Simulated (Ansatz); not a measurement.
# Ge₂Cl (doublet): the correlation ladder, cc-pVTZ

An exercise on one series of results from a longer session: the logs are not shown, and one member is left open.

Method: cc-pVTZ, core rule «outside noble gas», up to 33 orbitals frozen; program: Ansatz 0.2.0, Gaussian basis.

To be run: UHF; CCSD(T) on ROHF; CCSD(T) on UHF; BCCD(T) on ROHF; CCSDT(Q) on ROHF; CCSDT(Q) on UHF.

7 further runs of the same task are left out: 2 for a known fault of the program, 5 set aside as unsound or not needed. Runs told in other sessions of the task aren't counted.

## The system

The geometry is a PBE0/def2-TZVP stationary point (not a proven minimum). No spin-orbit coupling is included. The filled d shell of Ge may be among the frozen orbitals whatever the setting's name suggests.

3 atoms, charge 0, spin multiplicity 2.

Atoms are counted from 1 here; the program's logs count them from 0.

Bond lengths: Cl1–Ge2 2.397 Å, Cl1–Ge3 2.397 Å, Ge2–Ge3 2.434 Å. Angles: Ge2–Cl1–Ge3 61.0°, Cl1–Ge2–Ge3 59.5°, Cl1–Ge3–Ge2 59.5°.

The first run:

The input, in.yaml:

```yaml
crystal:
  periodic: [false, false, false]
  atoms:
    - {symbol: Cl, position_ang: [0.000000, -1.659843, 0.000000]}
    - {symbol: Ge, position_ang: [0.000000, 0.405055, 1.216973]}
    - {symbol: Ge, position_ang: [0.000000, 0.405055, -1.216973]}
basis:
  gaussian: {orbitals: cc-pVTZ}
magnetization: {spin_polarized: true, initial_magnetization: 1}
hamiltonian: {xc: hf}
output: {orbitals: {seedname: orbitals}}
```

The run is started by

```sh
ansatz run in.yaml --threads 1 --pin off --events-out ev --progress --plain --max-ram 4096MiB --backend cpu
```

Among the steps run: UHF; CCSD(T) on ROHF; CCSD(T) on UHF; BCCD(T) on ROHF; CCSDT(Q) on ROHF; CCSDT(Q) on UHF.

One of the session's tables, all rows but one given; the rest of the session is left out.

It belongs to the step «Misses and costs». 

```
   method  from UCCSDT(Q) (meV)
     ROHF                     ?
      UHF              +11319.3
     RMP2               +1564.8
     UMP2               +1581.1
    RCCSD                +668.8
    UCCSD                +664.6
 RCCSD(T)                 +83.5
 UCCSD(T)                 +83.0
  BCCD(T)                 +80.4
   RCCSDT                 +44.0
   UCCSDT                 +42.3
RCCSDT(Q)                  +4.9
UCCSDT(Q)                     0
```

**Question.** Estimate the row for ROHF.

As computed: from UCCSDT(Q) (meV): +11387.9. In the column «from UCCSDT(Q) (meV)» it is the highest.

With the free atoms at the same levels and basis (separate runs), the atomisation energy is 6.184 eV at UCCSDT(Q), 6.173 eV at RCCSD(T), 6.152 eV at UCCSD(T), 3.919 eV at ROHF.

To keep in mind: Restricted and unrestricted rows rest on different reference determinants; a gap between their highest levels can come from leftover correlation error, from unlike frozen cores or from another state.
